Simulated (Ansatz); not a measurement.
# Cr (Cr, dhcp): the cost of one run

Method: DFT m-r2SCAN, plane waves (500 eV) with PAW, scalar-relativistic; the PAW data stem from PBE, with regenerated cores; m-r²SCAN is r²SCAN on the gauge-invariant kinetic-energy density, in Ansatz 0.2.0.

## 1. The system as given

The structure is hexagonal, space group P6_3/mmc (No. 194). Conventional cell: a = 2.569 Å, b = 2.569 Å, c = 8.391 Å, α = 90.00°, β = 90.00°, γ = 120.00°. Cr (site symmetry -3m) has 12 Cr at 2.57 Å as nearest neighbours. Cr (site symmetry -6m2) has 12 Cr at 2.57 Å as nearest neighbours.

As a file:

```
CELL_PARAMETERS angstrom
2.56926 0.00000 0.00000
-1.28463 2.22504 0.00000
0.00000 0.00000 8.39120
ATOMIC_POSITIONS crystal
Cr 0.00000 0.00000 0.00000
Cr 0.00000 0.00000 0.50000
Cr 0.33333 0.66667 0.25000
Cr 0.66667 0.33333 0.75000
```

Starting moments (μB): +1.5 ×2, -1.5 ×2.

## 2. Relaxation of the cell

Input file input.yaml:

```yaml
crystal:
  lattice:
    - [2.569259227, 0.0, 0.0]
    - [-1.2846296135, 2.2250437595, 0.0]
    - [0.0, 0.0, 8.3912006354]
  atoms:
    - { symbol: Cr, position: [0.0, 0.0, 0.0], spin: 1.5 }
    - { symbol: Cr, position: [0.0, 0.0, 0.5], spin: 1.5 }
    - { symbol: Cr, position: [0.3333333333, 0.6666666667, 0.25], spin: -1.5 }
    - { symbol: Cr, position: [0.6666666667, 0.3333333333, 0.75], spin: -1.5 }
hamiltonian:
  xc: mr2scan
  pseudopotentials:
    kind: paw
    azcp:
      Cr: "pseudopotentials/Cr.paw.azcp"
basis:
  ecutwfc: 500
  fft_grid_basis: typed
kpoints:
  mp_grid: { grid: [14, 14, 4], shift: [0, 0, 0] }
magnetization:
  spin_polarized: true
scf:
  occupations: { method: fermi_dirac, width: 0.05 }
relax:
  max_steps: 60
  f_tol: 0.01
  cell: {}
```

Q: Estimate wall time and peak memory on 2 threads of an Arm CPU, shared host.

About 3.7 min, with a peak of 0.64 GiB.
